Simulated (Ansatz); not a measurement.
# K+ with C2H2: structure and interaction energy

The task here is to estimate one member of a computed series from the others.

Computed with Ansatz 0.2.0, Gaussian basis. Level: PBE0-D4 structure, single points in def2-TZVPPD.

Levels: PBE-D4, revPBE-D4, BLYP-D4, r2SCAN-D4, B97M-V, PBE0-D4, B3LYP-D4, HSE06-D4, wB97X-V, wB97M-V, B2PLYP, Hartree-Fock, MP2, CCSD, CCSD(T). The reference is CCSD(T) extrapolated to the basis limit. For elements past Ar these valence bases correlate outer-core shells poorly and lack relativity, so that limit is rough.

Correlated methods freeze the cores. The outer core shell of Li, Na, Mg and K is correlated. B3LYP uses VWN-RPA correlation. B2PLYP carries no dispersion term here.

163 further runs of the same task are left out: 163 set aside as unsound or not needed.

**The system as given**

The pair, from a GFN2-xTB docking trial: 5 atoms, charge 1, spin multiplicity 1.

Atoms are counted from 1 here; the program's logs count them from 0.

Bond lengths: K1–C2 2.984 Å, K1–C3 3.003 Å, C2–C3 1.200 Å, C2–H4 1.059 Å, C3–H5 1.061 Å. Angles: C2–K1–C3 23.1°, K1–C2–C3 79.4°, K1–C2–H4 108.8°, C3–C2–H4 171.7°, K1–C3–C2 77.5°, K1–C3–H5 112.5°, C2–C3–H5 169.7°.

Coordinates:

```xyz
5

K     0.0017   -0.3258   -2.3912
C    -0.0419   -0.5220    0.5858
C     0.0346    0.6675    0.4430
H    -0.1358   -1.5407    0.8598
H     0.1414    1.7210    0.5026
```

Atoms 1 to 1 are fragment A (K+), the rest fragment B (C2H2).

Set-up of the first run:

Contents of pre/in.yaml:

```yaml
crystal:
  periodic: [false, false, false]
  atoms:
    - {symbol: K, position_ang: [0.001700, -0.325800, -2.391200]}
    - {symbol: C, position_ang: [-0.041900, -0.522000, 0.585800]}
    - {symbol: C, position_ang: [0.034600, 0.667500, 0.443000]}
    - {symbol: H, position_ang: [-0.135800, -1.540700, 0.859800]}
    - {symbol: H, position_ang: [0.141400, 1.721000, 0.502600]}
basis:
  gaussian: {orbitals: def2-SVP}
total_charge: 1
hamiltonian: {xc: pbe, dispersion: d4}
relax: {f_tol: 0.03, max_steps: 250}
```

Launch:

```bash
> ansatz run in.yaml --threads 2 --pin off --events-out ev --progress --plain --max-ram 5222MiB
```

Among the steps run: A first relaxation in a small basis; Relaxation at PBE0-D4; wB97X-V/def2-TZVPPD; wB97M-V/def2-TZVPPD; B2PLYP/def2-TZVPPD; B97M-V/def2-TZVPPD; CCSD(T)/def2-TZVPPD; MP2/def2-QZVPPD; Hartree-Fock/STO-3G; SPW92/def2-SVP; wB97M-V/def2-SVP; CCSD(T)/def2-SVP; Vibrations of the pair.

One table of the session follows, with a row left open; its other results are not shown here.

| method | interaction (kJ/mol) |
| --- | --- |
| PBE-D4 | -40.88 |
| revPBE-D4 | -38.01 |
| BLYP-D4 | -38.94 |
| r2SCAN-D4 | -39.39 |
| B97M-V | -39.18 |
| PBE0-D4 | ? |
| B3LYP-D4 | -40.08 |
| HSE06-D4 | -40.95 |
| wB97X-V | -40.18 |
| wB97M-V | -40.50 |
| B2PLYP | -36.78 |
| Hartree-Fock | -33.81 |
| MP2 | -36.69 |
| CCSD | -35.62 |
| CCSD(T) | -35.85 |
| CCSD(T)/CBS | -39.93 |

**Question.** Estimate the row for PBE0-D4.

**Answer.** interaction (kJ/mol): -40.89. In the column «interaction (kJ/mol)» it lies between HSE06-D4 (-40.95) and PBE-D4 (-40.88).

Among the levels timed on like hardware and quicker than the yardstick, those that no quicker one beats, quickest first: revPBE-D4 (3.9 s, +1.92 kJ/mol); PBE-D4 (3.9 s, -0.95 kJ/mol); B3LYP-D4 (6.2 s, -0.15 kJ/mol).

B3LYP-D4 reaches 0.15 kJ/mol from the reference in 6.2 s, where CCSD(T)/CBS took 30 s; the quickest level in the cost chart, revPBE-D4, takes 3.9 s and misses by 1.92 kJ/mol.

To keep in mind: A lower arrangement may exist.
